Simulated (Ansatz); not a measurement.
# Cl2H3O3Ta: small, medium and large basis sets

One table from this session's results is given with a row withheld; the runs are named, their logs left out.

The runs use Ansatz 0.2.0, Gaussian basis; one geometry, several basis sets.

Levels to be run: PBE0-D4/def2-SVP; ωB97M-V/def2-SVP; PBE0-D4/def2-QZVPP; ωB97M-V/def2-QZVPP; the functionals' def2-TZVPP values are taken from earlier runs.

### Structure used throughout

All runs share one geometry, relaxed beforehand with PBE0-D4 in a triple-zeta def2 set. Ta takes the def2 core potential; no spin-orbit term is included.

SMILES `[OH][Ta]([OH])([OH])([Cl])[Cl]`, 9 atoms, charge 0, spin multiplicity 1.

Atoms are counted from 1 here; the program's logs count them from 0.

Bond lengths: O1–Ta2 1.895 Å, O1–H7 0.961 Å, Ta2–O3 1.854 Å, Ta2–O4 1.895 Å, Ta2–Cl5 2.405 Å, Ta2–Cl6 2.310 Å, O3–H8 0.954 Å, O4–H9 0.961 Å. Angles: Ta2–O1–H7 120.3°, O1–Ta2–O3 91.8°, O1–Ta2–O4 121.5°, O1–Ta2–Cl5 86.0°, O1–Ta2–Cl6 118.9°, O3–Ta2–O4 91.7°, O3–Ta2–Cl5 175.4°, O3–Ta2–Cl6 94.6°, O4–Ta2–Cl5 85.9°, O4–Ta2–Cl6 119.0°, Cl5–Ta2–Cl6 90.0°, Ta2–O3–H8 178.1°, Ta2–O4–H9 120.2°.

Geometry (Å):

```xyz
9
charge 0, multiplicity 1
O     1.66447   -0.38421    0.56311
Ta   -0.08443    0.19305    0.11657
O    -0.85012   -1.03603    1.27507
O    -1.01895   -0.53360   -1.36370
Cl    0.98253    1.63696   -1.48381
Cl   -0.96113    2.03672    1.19718
H     2.42404   -0.04423    0.08242
H    -1.23838   -1.69081    1.84976
H    -0.82952   -0.22404   -2.25360
```

Set-up of the first run:

in.yaml

```yaml
crystal:
  periodic: [false, false, false]
  atoms:
    - {symbol: O, position_ang: [1.664469, -0.384215, 0.563107]}
    - {symbol: Ta, position_ang: [-0.084426, 0.193047, 0.116566]}
    - {symbol: O, position_ang: [-0.850122, -1.036034, 1.275073]}
    - {symbol: O, position_ang: [-1.018954, -0.533599, -1.363702]}
    - {symbol: Cl, position_ang: [0.982526, 1.636958, -1.483814]}
    - {symbol: Cl, position_ang: [-0.961127, 2.036724, 1.197185]}
    - {symbol: H, position_ang: [2.424037, -0.044230, 0.082419]}
    - {symbol: H, position_ang: [-1.238379, -1.690810, 1.849762]}
    - {symbol: H, position_ang: [-0.829521, -0.224042, -2.253596]}
basis:
  gaussian: {orbitals: def2-SVP}
hamiltonian: {xc: pbe0, dispersion: d4}
output: {orbitals: {seedname: orbitals}}
```

On the command line:

```sh
> ansatz run in.yaml --threads 8 --pin off --events-out ev --progress --plain --max-ram 18278MiB
```

Steps of the session up to this table: PBE0-D4 in def2-SVP; ωB97M-V in def2-SVP; PBE0-D4 in def2-QZVPP; ωB97M-V in def2-QZVPP.

One of the session's tables, all rows but one given; the rest of the session is left out.

It belongs to the step «Functionals by basis». 

```
functional       basis  HOMO (eV)  LUMO (eV)
   PBE0-D4    def2-SVP      -8.46      -2.07
   PBE0-D4  def2-TZVPP      -8.55      -2.09
   PBE0-D4  def2-QZVPP      -8.59      -2.16
   ωB97M-V    def2-SVP     -10.65       0.09
   ωB97M-V  def2-TZVPP          ?          ?
   ωB97M-V  def2-QZVPP     -10.83      -0.07
```

Q: Estimate the row for ωB97M-V, def2-TZVPP from the others.

**Answer.** HOMO (eV): -10.77; LUMO (eV): 0.03. In the column «HOMO (eV)» it lies between ωB97M-V, def2-QZVPP (-10.83) and ωB97M-V, def2-SVP (-10.65).
